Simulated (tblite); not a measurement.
# Pb15S15: the cost of one run

Programs: tblite 0.8.0 and PySCF 2.14.0, with routines of our own; each step states its level. All values are computed. Atoms count from 0.

## 1. The starting structure

30 atoms, charge 0, multiplicity 1; geometry from: force field, distance geometry or constructed start.

## 2. Geometry optimisation with GFN2-xTB

What the job is given:

```
{"job": {"kind": "relax", "xc": "GFN2-xTB", "basis": "xTB"}, "charge": 0, "multiplicity": 1}
Pb    -1.210200    -2.203000    -2.895600
Pb    -5.338200     1.365200     2.197200
Pb    -4.339300    -3.461300     0.666100
Pb     4.254000     3.337700    -3.468100
Pb    -4.834000     0.735200    -1.684800
Pb    -0.241900    -3.676500     3.559800
Pb    -2.669300     4.078800     0.955100
Pb     5.637900     0.952600    -0.567900
Pb     3.025800    -0.369700    -4.303400
Pb     2.973800    -0.070700     3.340300
Pb     2.144800     3.942300     0.860100
Pb     2.830700    -2.953400    -0.286300
Pb    -0.580100     1.461000     4.322500
Pb    -0.530900     2.536300    -2.963400
Pb    -1.090400    -5.748000     0.256900
S     -0.321900     4.050600    -0.542500
S     -2.614100    -4.202800    -1.523600
S     -5.480300    -0.940700     0.571400
S      4.326900    -0.929600     1.045600
S      4.471400     3.571500    -0.659900
S      1.844000     2.530600     3.262000
S      1.840600     2.240500    -4.416900
S     -2.373600     0.379000    -2.976600
S      1.267000    -4.654800     1.285500
S      5.459200     0.705900    -3.372700
S     -2.986800     2.447700     3.336400
S      0.572700    -1.155200     4.412000
S     -2.622800    -4.760000     2.489900
S      1.624500    -2.250800    -2.778900
S     -5.050500     3.059200    -0.110500
```

Launch:

```
> OMP_NUM_THREADS=8 python large_run.py task.json out
```

One launch serves the whole session: the jobs run in the order shown.

Q: Estimate the wall time and peak memory of this first job on 8 threads of AMD EPYC 9R45, shared host.

About 13 s, with a peak of 0.16 GiB.
